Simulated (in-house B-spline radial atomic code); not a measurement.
**Excited states and polarisability of Pb⁸⁰⁺ by several methods**

How far do the methods of linear response differ for Pb⁸⁰⁺? Each gives excitation energies, polarisability and C6.

Method: linear response of a closed shell, each method with its own adiabatic kernel; spin-free one-electron X2C, finite nucleus; B-spline basis; no spin-orbit coupling, no double excitations; only terms of natural parity, (−1)^L, with L up to 3 are computed. Code: in-house B-spline radial atomic code version 1.

## Step 1: What is computed

| Property | Result |
| --- | --- |
| element | lead (Z = 82) |
| charge | +80 |
| configuration | 1s2 |
| runs | TDHF; PBE; BP86; B97-1; LC-ωPBE; PBEsol |

Outer shells as boxes (Hund's rule):

Pb⁸⁰⁺
```
1s [↑↓]
```

## Step 2: TDHF

Input settings:

```ini
Z = 82
electrons = 2.0
configuration = 1s2
hamiltonian = x2c
method = hf
box_radius = 1.79
rms_radius = 5.5012
intervals = 61
```

On the command line:

```bash
$ python run_td.py task.json out
```

One command runs all members of the session, one after another, from task.json.

## Step 3: PBE

Settings: those of step 2 with these lines changed.

```diff
@@ -4,3 +4,3 @@
 hamiltonian = x2c
-method = hf
+method = pbe,pbe
 box_radius = 1.79
```

## Step 4: BP86

Settings: those of step 3 with these lines changed.

```diff
@@ -4,3 +4,3 @@
 hamiltonian = x2c
-method = pbe,pbe
+method = b88,p86
 box_radius = 1.79
```

## Step 5: B97-1

Settings: those of step 4 with these lines changed.

```diff
@@ -4,3 +4,3 @@
 hamiltonian = x2c
-method = b88,p86
+method = b97_1
 box_radius = 1.79
```

## Step 6: LC-ωPBE

Settings: those of step 5 with these lines changed.

```diff
@@ -4,3 +4,3 @@
 hamiltonian = x2c
-method = b97_1
+method = lc_wpbe
 box_radius = 1.79
```

## Step 7: PBEsol

Settings: those of step 6 with these lines changed.

```diff
@@ -4,3 +4,3 @@
 hamiltonian = x2c
-method = lc_wpbe
+method = pbesol
 box_radius = 1.79
```

What does the calculation give? Wanted: for each run, threshold; 1s→2p ¹P; 1s→2p ³P, Tamm-Dancoff; α; C6.

As calculated:

```tsv
run	threshold (eV)	1s→2p ¹P (eV)	1s→2p ³P, Tamm-Dancoff (eV)	α (bohr³)	C6 (hartree bohr⁶)	time
TDHF	99770.7	76221.7	76143.8	1.320e-07	4.134e-11	0.1 s
PBE	99147.8	75992.1	75915.3	1.324e-07	4.150e-11	0.1 s
BP86	99159.2	76002.6	75928.0	1.324e-07	4.148e-11	0.1 s
B97-1	99277.0	76036.4	75959.9	1.323e-07	4.146e-11	0.1 s
LC-ωPBE	99156.7	75994.5	75917.8	1.324e-07	4.149e-11	0.1 s
PBEsol	99107.8	75962.9	75886.2	1.325e-07	4.156e-11	0.1 s
```

**Reading.** α runs from 1.32e-07 (TDHF) to 1.33e-07 bohr³ (PBEsol). The semilocal functionals put the threshold at 99107.8 to 99159.2 eV, under Hartree-Fock's 99770.7 eV, through self-interaction. Spin-orbit coupling, absent here, splits and mixes these terms strongly in an ion this highly charged, so they need not match single real levels.
